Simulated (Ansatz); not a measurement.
# C5H4O2: the cost of one run

Computed with Ansatz 0.2.0 (the levels named in each step, unless a step's input says otherwise).

**1. Starting point**

Bond lengths: O1–C2 1.217 Å, C2–C3 1.465 Å, C3–C4 1.340 Å, C4–O5 1.342 Å, O5–C6 1.343 Å, C2–C7 1.465 Å, C6–C7 1.340 Å, C3–H8 1.077 Å, C4–H9 1.082 Å, C6–H10 1.082 Å, C7–H11 1.077 Å. Angles (14 of 16 angles, heavy atoms first): O1–C2–C3 123.9°, O1–C2–C7 124.0°, C3–C2–C7 112.1°, C2–C3–C4 121.0°, C3–C4–O5 124.2°, C4–O5–C6 117.4°, O5–C6–C7 124.2°, C2–C7–C6 121.1°, C2–C3–H8 118.2°, C4–C3–H8 120.8°, C3–C4–H9 124.1°, O5–C4–H9 111.7°, O5–C6–H10 111.7°, C7–C6–H10 124.1°.

Structure file:

```xyz
11

O    -0.9164    2.1039    0.1351
C    -0.4312    0.9905    0.0654
C    -1.2191   -0.2438    0.0146
C    -0.6231   -1.4416   -0.0671
O     0.7064   -1.6222   -0.1072
C     1.4801   -0.5259   -0.0612
C     1.0089    0.7265    0.0169
H    -2.2932   -0.1632    0.0442
H    -1.1556   -2.3819   -0.1103
H     2.5315   -0.7769   -0.0956
H     1.6814    1.5678    0.0473
```

**2. A rough first relaxation, PBE-D4/def2-SVP**

This run stands in another session on the same molecule. It ended at:

```xyz
11

O    -0.9291    2.1330    0.1386
C    -0.4377    1.0049    0.0652
C    -1.2323   -0.2388    0.0136
C    -0.6372   -1.4571   -0.0671
O     0.7107   -1.6318   -0.1065
C     1.5010   -0.5261   -0.0625
C     1.0143    0.7394    0.0185
H    -2.3286   -0.1634    0.0419
H    -1.1631   -2.4220   -0.1091
H     2.5658   -0.7983   -0.1011
H     1.7058    1.5933    0.0506
```

**3. Relaxation, HF/STO-3G**

Input file input.yaml:

```yaml
crystal:
  periodic: [false, false, false]
  atoms:
    - { symbol: O, position_ang: [-0.92905039, 2.13303162, 0.13864444] }
    - { symbol: C, position_ang: [-0.43767526, 1.00487801, 0.0651793] }
    - { symbol: C, position_ang: [-1.2322729, -0.2388094, 0.01359445] }
    - { symbol: C, position_ang: [-0.63716401, -1.45705544, -0.06711844] }
    - { symbol: O, position_ang: [0.71074867, -1.63178273, -0.10646452] }
    - { symbol: C, position_ang: [1.50095419, -0.5260764, -0.06249298] }
    - { symbol: C, position_ang: [1.01426024, 0.7393746, 0.01845963] }
    - { symbol: H, position_ang: [-2.32861913, -0.16339678, 0.04190413] }
    - { symbol: H, position_ang: [-1.16313226, -2.42196345, -0.10912138] }
    - { symbol: H, position_ang: [2.56578116, -0.79831227, -0.1010601] }
    - { symbol: H, position_ang: [1.70582968, 1.59328223, 0.05063547] }
basis:
  gaussian: { orbitals: STO-3G }
hamiltonian:
  xc: hf
relax:
  f_tol: 0.002
  max_steps: 150
```

Command:

```sh
$ ansatz run input.yaml --threads 4 --pin off --max-ram 10240MiB --backend cpu --events-out ev --progress --plain --runs-dir out
```

What time and memory should one allow on 4 threads of Intel Xeon 6975P-C (Granite Rapids), shared host?

About 2.2 s, with a peak of 0.11 GiB.
